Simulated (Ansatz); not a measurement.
# Ti (Titanium): the cost of one run

Computed with Ansatz 0.2.0, driven from Python. Level of theory: DFT PBEsol, plane waves, PAW.

## 1. Starting point

Ti P6_3/mmc: The structure is hexagonal, space group P6_3/mmc (No. 194). Conventional cell: a = 2.950 Å, b = 2.950 Å, c = 4.680 Å, α = 90.00°, β = 90.00°, γ = 120.00°. Around Ti (site symmetry -6m2) lie 12 Ti at 2.89 to 2.95 Å.

Zr P6_3/mmc: It takes space group P6_3/mmc (No. 194, hexagonal). Conventional cell: a = 3.232 Å, b = 3.232 Å, c = 5.147 Å, α = 90.00°, β = 90.00°, γ = 120.00°. Around Zr (site symmetry -6m2) lie 12 Zr at 3.18 to 3.23 Å.

Hf P6_3/mmc: The structure is hexagonal, space group P6_3/mmc (No. 194). The conventional cell has a = 3.197 Å, b = 3.197 Å, c = 5.058 Å, α = 90.00°, β = 90.00°, γ = 120.00°. Around Hf (site symmetry -6m2) lie 12 Hf at 3.13 to 3.20 Å.

Ta P6_3/mmc: The structure is hexagonal, space group P6_3/mmc (No. 194). Conventional cell: a = 2.900 Å, b = 2.900 Å, c = 5.166 Å, α = 90.00°, β = 90.00°, γ = 120.00°. Ta (site symmetry -6m2) has 12 Ta at 2.90 to 3.08 Å as nearest neighbours.

Pt P6_3/mmc: Symmetry: P6_3/mmc, No. 194, hexagonal system. The conventional cell has a = 2.761 Å, b = 2.761 Å, c = 4.792 Å, α = 90.00°, β = 90.00°, γ = 120.00°. Pt (site symmetry -6m2) is surrounded by 12 Pt at 2.76 to 2.88 Å.

The script holds or builds the structure itself.

## 2. Script

File ti.py:

```python
"""Trends along isostructural compounds in space group P6_3/mmc, after relaxing atoms and volume at fixed cell shape."""

import csv
import logging
import sys
import warnings

import ansatz as az
import matplotlib.pyplot as plt
import numpy as np

logging.basicConfig(stream=sys.stdout, format="%(name)s: %(message)s")
logger = logging.getLogger("ti")
logger.setLevel(logging.INFO)

PHASES = {
    "Ti": (
        [[2.95, 0.0, 0.0], [-1.475, 2.55477, 0.0], [0.0, 0.0, 4.68]],
        [
            ("Ti", [1 / 3, 2 / 3, 0.25]),
            ("Ti", [2 / 3, 1 / 3, 0.75]),
        ],
    ),
    "Zr": (
        [[3.232, 0.0, 0.0], [-1.616, 2.79899, 0.0], [0.0, 0.0, 5.147]],
        [
            ("Zr", [1 / 3, 2 / 3, 0.25]),
            ("Zr", [2 / 3, 1 / 3, 0.75]),
        ],
    ),
    "Hf": (
        [[3.1967, 0.0, 0.0], [-1.59835, 2.76842, 0.0], [0.0, 0.0, 5.0578]],
        [
            ("Hf", [1 / 3, 2 / 3, 0.25]),
            ("Hf", [2 / 3, 1 / 3, 0.75]),
        ],
    ),
    "Ta": (
        [[2.90037, 0.0, 0.0], [-1.45019, 2.5118, 0.0], [0.0, 0.0, 5.16627]],
        [
            ("Ta", [2 / 3, 1 / 3, 0.75]),
            ("Ta", [1 / 3, 2 / 3, 0.25]),
        ],
    ),
    "Pt": (
        [[2.76067, 0.0, 0.0], [-1.38033, 2.39081, 0.0], [0.0, 0.0, 4.79213]],
        [
            ("Pt", [2 / 3, 1 / 3, 0.75]),
            ("Pt", [1 / 3, 2 / 3, 0.25]),
        ],
    ),
}


def build(vectors, sites):
    crystal = az.Crystal(lattice=az.Lattice.of(vectors))
    for symbol, position in sites:
        crystal = crystal.atom(symbol, position)
    return crystal


def compute(name, crystal, relax=True):
    calc = (
        crystal.calculation()
        .functional(az.Functional.PBESOL)
        .scf(tolerance=1e-10)
        .basis(520)
        .kpoints(spacing=0.14)
        .occupations("gaussian", width=0.05)
        .stress()
        .band_table()
    )
    if relax:
        calc = calc.relax(force_tolerance=0.01, max_steps=60, fix_cell=["shape"])
    return calc.run()

def bulk_modulus(name, outcome, step=0.015):
    # B = -V dP/dV from the pressures of two uniformly scaled cells, atoms held at their fractions
    pressure = []
    for factor in (1 - step, 1.0, 1 + step):
        cell = az.Crystal(lattice=az.Lattice.of(outcome.lattice.cell_ang * factor ** (1 / 3)))
        for site in outcome.report["lattice"]["sites"]:
            cell = cell.atom(site["symbol"], site["position_frac"])
        pressure.append(np.trace(compute(name, cell, relax=False).report["stress_gpa"]) / 3)
    slope, bend = (pressure[0] - pressure[2]) / (2 * step), abs(pressure[0] + pressure[2] - 2 * pressure[1])
    # a jump of mesh or basis between the cells shows as a kink: no modulus then
    return float(slope) if bend < 12 * step**2 * abs(slope) + 0.15 and abs(pressure[1]) < 1.5 else float("nan")


def volume_per_atom(outcome):
    return abs(np.linalg.det(outcome.lattice.cell_ang)) / len(outcome.lattice.sites)


def main() -> None:
    warnings.simplefilter("ignore", az.DeckWarning)

    phases = {name: build(*cell) for name, cell in PHASES.items()}

    done = {}
    for name, crystal in phases.items():
        try:
            done[name] = compute(name, crystal)
        except az.NonConvergedError as error:
            print(name, "did not converge:", str(error)[:120])

    rows = [(name, volume_per_atom(o), bulk_modulus(name, o)) for name, o in done.items()]
    with open("trend.csv", "w", newline="") as handle:
        writer = csv.writer(handle)
        writer.writerow(["compound", "V (A^3/atom)", "B (GPa)"])
        writer.writerows([round(v, 4) if isinstance(v, float) else v for v in row] for row in rows)
    print(open("trend.csv").read())
    plt.figure(figsize=(4.5, 3))
    plt.bar([row[0] for row in rows], [row[2] for row in rows])
    plt.ylabel("B (GPa)")
    plt.tight_layout()
    plt.savefig("trend.png", dpi=100)


if __name__ == "__main__":
    main()
```

## 3. The calls as engine input

The package turns the script's settings into the engine's input (first run):

```yaml
crystal:
  lattice:
    - [2.95, 0.0, 0.0]
    - [-1.475, 2.55477, 0.0]
    - [0.0, 0.0, 4.68]
  atoms:
    - { symbol: Ti, position: [0.3333333333333333, 0.6666666666666666, 0.25] }
    - { symbol: Ti, position: [0.6666666666666666, 0.3333333333333333, 0.75] }
basis:
  ecutwfc: 520.0
kpoints:
  mp_grid:
    kspacing: 0.14
hamiltonian:
  xc: pbesol
scf:
  convergence:
    dr2_threshold: 1.0e-10
  occupations:
    method: gaussian
    width: 0.05
relax:
  f_tol: 0.01
  max_steps: 60
  cell:
    fix: [shape]
output:
  stress: true
  eigenvalues: true
```

## 4. The run

Started as:

```console
> python ti.py
```

Q: Estimate wall time and peak memory on 1 thread of Arm Neoverse V2, shared host.

About 5.4 min, with a peak of 0.66 GiB.
